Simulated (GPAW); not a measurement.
Crystal: RuS.

```
CELL_PARAMETERS angstrom
3.36897 0.00000 0.00000
-1.68448 2.91761 0.00000
0.00000 0.00000 3.28795
ATOMIC_POSITIONS crystal
Ru 0.00000 0.00000 0.00000
S 0.66667 0.33333 0.50000
```

The cell comes from a database or a generator and needn't be the stable form of this composition.

- Program: GPAW 26.7.0
- Task: relaxation of cell and atoms
- Functional: LDA
- Potentials or basis: the program's PAW data sets (release 1.2.1) made for this functional
- Cutoff: 600 eV
- Basis: pw
- k mesh: 7 × 7 × 6
- Occupations: fermi-dirac, width 0.05 eV
- Spin: no spin polarisation

At the start: pressure -23.7 GPa; volume 16.16 Å³/atom.

Problem. How do energy, volume and symmetry change on relaxing?

Solution. Over 14 steps the energy falls by 249.7 meV/atom and the volume is 13.92 Å³/atom (-13.8 %); space group P-6m2 (No. 187, to 0.05 Å).

The path:
| step | energy change (eV) | largest force (eV/Å) | pressure (GPa) | volume (Å³) |
| --- | --- | --- | --- | --- |
| 1 | 0.0000 | 0.0000 | -23.66 | 32.32 |
| 2 | -0.2162 | 0.0000 | -18.51 | 30.71 |
| 3 | -0.4054 | 0.0000 | 8.39 | 26.47 |
| 4 | -0.4299 | 0.0000 | -1.22 | 27.59 |
| 5 | -0.4306 | 0.0000 | 0.01 | 27.43 |
| 6 | -0.4310 | 0.0000 | 0.37 | 27.40 |
| 7 | -0.3407 | 0.0000 | 22.80 | 25.45 |
| 8 | -0.4337 | 0.0000 | 1.77 | 27.26 |
| 9 | -0.4385 | 0.0000 | 3.28 | 27.11 |
| 10 | -0.4594 | 0.0000 | 7.90 | 26.73 |
| 11 | -0.4660 | 0.0000 | 8.25 | 26.75 |
| 12 | -0.4910 | 0.0000 | 4.28 | 27.32 |
| 13 | -0.4991 | 0.0000 | 0.23 | 27.80 |
| 14 | -0.4994 | 0.0000 | -0.03 | 27.84 |

Final structure:
```cif
data_structure
_symmetry_space_group_name_H-M 'P 1'
_symmetry_Int_Tables_number 1
_cell_length_a 3.3519
_cell_length_b 3.3519
_cell_length_c 2.8615
_cell_angle_alpha 90.000
_cell_angle_beta 90.000
_cell_angle_gamma 120.000
_cell_volume 27.84
loop_
_atom_site_label
_atom_site_type_symbol
_atom_site_fract_x
_atom_site_fract_y
_atom_site_fract_z
_atom_site_occupancy
Ru1 Ru 0.00000 0.00000 0.00000 1
S1 S 0.66667 0.33333 0.50000 1
```

Caveat: later steps reuse the first step's grids.
